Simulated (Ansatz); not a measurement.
# ClFH7NSn: the cost of one run

All numbers below are computed with Ansatz 0.2.0 (RKS LDA/def2-SVP).

### Step 1. The structure to begin with

Bond lengths: Sn1–Cl2 2.815 Å, Sn1–H3 1.756 Å, Sn1–H4 1.697 Å, Sn1–H5 1.696 Å, Sn1–F7 2.330 Å, N9–H10 1.006 Å, N9–H11 1.007 Å. Angles: Cl2–Sn1–H3 85.9°, Cl2–Sn1–H4 108.9°, Cl2–Sn1–H5 112.0°, Cl2–Sn1–F7 79.8°, H3–Sn1–H4 108.5°, H3–Sn1–H5 108.1°, H3–Sn1–F7 165.7°, H4–Sn1–H5 125.9°, H4–Sn1–F7 77.7°, H5–Sn1–F7 76.5°, H10–N9–H11 112.3°.

Coordinates:

```xyz
11

Sn   -0.7671    1.0228   -1.6076
Cl    0.9489   -1.1874   -1.3002
H    -0.6107    0.7458   -3.3347
H     0.0815    2.4382   -1.2108
H    -2.3614    0.6588   -1.1566
H    -0.0636    0.0777    1.3575
F    -0.6613    0.9027    0.7173
H     0.9605   -1.2509    0.4541
N     0.6981   -0.9557    1.7251
H     0.2199   -1.7286    2.1569
H     1.5552   -0.7234    2.1990
```

### Step 2. A restrained relaxation towards end A

Springs on the bonds that form and break draw the guess towards this end; the thresholds are loose.

File input.yaml:

```yaml
crystal:
  periodic: [false, false, false]
  atoms:
    - { symbol: Sn, position_ang: [-0.7671, 1.0228, -1.6076] }
    - { symbol: Cl, position_ang: [0.9489, -1.1874, -1.3002] }
    - { symbol: H, position_ang: [-0.6107, 0.7458, -3.3347] }
    - { symbol: H, position_ang: [0.0815, 2.4382, -1.2108] }
    - { symbol: H, position_ang: [-2.3614, 0.6588, -1.1566] }
    - { symbol: H, position_ang: [-0.0636, 0.0777, 1.3575] }
    - { symbol: F, position_ang: [-0.6613, 0.9027, 0.7173] }
    - { symbol: H, position_ang: [0.9605, -1.2509, 0.4541] }
    - { symbol: "N", position_ang: [0.6981, -0.9557, 1.7251] }
    - { symbol: H, position_ang: [0.2199, -1.7286, 2.1569] }
    - { symbol: H, position_ang: [1.5552, -0.7234, 2.199] }
basis:
  gaussian: { orbitals: def2-SVP }
hamiltonian:
  xc: lda
relax:
  f_tol: 0.15
  max_steps: 25
  restrain:
    - { distance: [0, 6], at: 3.26, k: 30.0 }
    - { distance: [5, 8], at: 2.32, k: 30.0 }
    - { distance: [7, 1], at: 2.63, k: 30.0 }
    - { distance: [0, 1], at: 2.41, k: 30.0 }
    - { distance: [5, 6], at: 0.88, k: 30.0 }
    - { distance: [7, 8], at: 1.02, k: 30.0 }
```

Launch:

```
$ ansatz run input.yaml --threads 2 --pin off --max-ram 3072MiB --backend cpu --events-out ev --progress --plain --runs-dir out
```

**Question.** How long does this run take on 2 threads of Arm Neoverse V1, shared host, and how much memory does it need?

About 25 s, with a peak of 0.15 GiB.
